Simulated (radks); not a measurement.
**Ionising ytterbium step by step, Yb²⁴⁺ to Yb⁴⁷⁺**

One table from this session's results is given with a row withheld; the runs are named, their logs left out.

The numbers are computed with radks (a radial shooting solver on a logarithmic mesh, Libxc functionals) version 1 (scalar-relativistic Kohn-Sham, r2SCAN, spin-polarised, spherical densities, finite nucleus; open shells are filled with parallel spins first), except any that are marked as measured or tabulated.

### The system

* element: ytterbium (Z = 70)
* charges: 24 to 47
* first configuration: [Kr] 4d10
* last configuration: [Ar] 3d5

Outer shells as boxes (Hund's rule):

Yb²⁴⁺
```
[Kr] core
4d [↑↓][↑↓][↑↓][↑↓][↑↓]
```

Yb⁴⁷⁺
```
[Ar] core
3d [↑ ][↑ ][↑ ][↑ ][↑ ]
```

Set-up of the first run:

Settings of this run:

```text
Z 70
configuration [Kr] 4d10
relativity scalar-relativistic
functional r2scan,r2scan
spin polarised
nucleus finite rms 5.3108 fm
c 137.035999084
```

Among the steps run: Yb²⁴⁺, [Kr] 4d10.

One of the session's tables, all rows but one given; the rest of the session is left out.

It belongs to the step «Yb²⁴⁺, [Kr] 4d10». Radial moments (bohr):

```
level      <r>  outermost maximum (interpolated)  90 % within  nodes
   2s  0.08336                            0.0706        0.129      1
   2p  0.07419                            0.0576        0.121      0
   3s   0.2159                             0.199        0.316      2
   3p   0.2154                             0.196        0.322      1
   3d   0.1955                             0.160        0.303      0
   4s   0.4633                             0.444        0.658      3
   4p        ?                                 ?            ?      ?
   4d   0.4944                             0.463        0.724      1
```

**Question.** Estimate the row for 4p.

The run gave: <r>: 0.4820; outermost maximum (interpolated): 0.460; 90 % within: 0.691; nodes: 2. In the column «<r>» it lies between 4s (0.4633) and 4d (0.4944).

To keep in mind: Open shells are spherical and high-spin; term and fine-structure splittings are not resolved.
